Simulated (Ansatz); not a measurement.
# Cl3FH4OSi: the cost of one run

Method: PBE0-D4, def2-SVP first, then def2-TZVP; program: Ansatz 0.2.0, Gaussian basis.

190 further runs of the same task are left out: 190 set aside as unsound or not needed. Runs told in other sessions of the task aren't counted.

### Step 1. Where the work starts

The guess: 10 atoms, charge 0, spin multiplicity 1.

Atoms are counted from 1 here; the program's logs count them from 0.

Bond lengths: Si1–H2 1.711 Å, Si1–Cl3 2.128 Å, Si1–Cl4 2.045 Å, Si1–Cl5 2.096 Å, Si1–F7 1.680 Å, H6–O9 0.970 Å, H8–O9 1.201 Å, O9–H10 1.006 Å. Angles: H2–Si1–Cl3 94.3°, H2–Si1–Cl4 156.3°, H2–Si1–Cl5 86.2°, H2–Si1–F7 78.3°, Cl3–Si1–Cl4 108.1°, Cl3–Si1–Cl5 102.0°, Cl3–Si1–F7 93.9°, Cl4–Si1–Cl5 96.3°, Cl4–Si1–F7 92.2°, Cl5–Si1–F7 158.5°, H6–O9–H8 105.5°, H6–O9–H10 107.0°, H8–O9–H10 96.8°.

As a file:

```
Si   -0.4697   -0.7864    0.8452
H     0.8546   -0.8291   -0.2366
Cl   -1.6745    0.4253   -0.4232
Cl   -1.4228   -0.9649    2.6453
Cl   -0.9135   -2.7153    0.1568
H     1.2515    1.8249   -0.7201
F     0.4571    0.5044    1.3905
H     1.0653    0.1118   -0.9114
O     0.9283    1.2040   -1.3921
H    -0.0763    1.2254   -1.3543
```

Distances that are to change: Si1–F7 1.68 Å, H6–O9 0.97 Å, H2–H8 1.18 Å, Si1–H2 1.71 Å, H6–F7 2.61 Å, H8–O9 1.20 Å.

### Step 2. Constrained relaxation of the guess

Contents of hold/in.yaml:

```yaml
crystal:
  periodic: [false, false, false]
  atoms:
    - {symbol: Si, position_ang: [-0.469700, -0.786400, 0.845200]}
    - {symbol: H, position_ang: [0.854600, -0.829100, -0.236600]}
    - {symbol: Cl, position_ang: [-1.674500, 0.425300, -0.423200]}
    - {symbol: Cl, position_ang: [-1.422800, -0.964900, 2.645300]}
    - {symbol: Cl, position_ang: [-0.913500, -2.715300, 0.156800]}
    - {symbol: H, position_ang: [1.251500, 1.824900, -0.720100]}
    - {symbol: F, position_ang: [0.457100, 0.504400, 1.390500]}
    - {symbol: H, position_ang: [1.065300, 0.111800, -0.911400]}
    - {symbol: O, position_ang: [0.928300, 1.204000, -1.392100]}
    - {symbol: H, position_ang: [-0.076300, 1.225400, -1.354300]}
basis:
  gaussian: {orbitals: def2-SVP}
hamiltonian: {xc: pbe0, dispersion: d4}
relax: {f_tol: 0.04, max_steps: 150, escape_saddle: false, constraints: [{distance: [0, 6]}, {distance: [5, 8]}, {distance: [1, 7]}, {distance: [0, 1]}, {distance: [5, 6]}, {distance: [7, 8]}]}
```

Started as:

```sh
ansatz run in.yaml --threads 8 --pin off --events-out ev --progress --plain --max-ram 19148MiB
```

**Question.** How long does this run take on 8 threads of Arm Neoverse V2, shared host?

About 13 s.
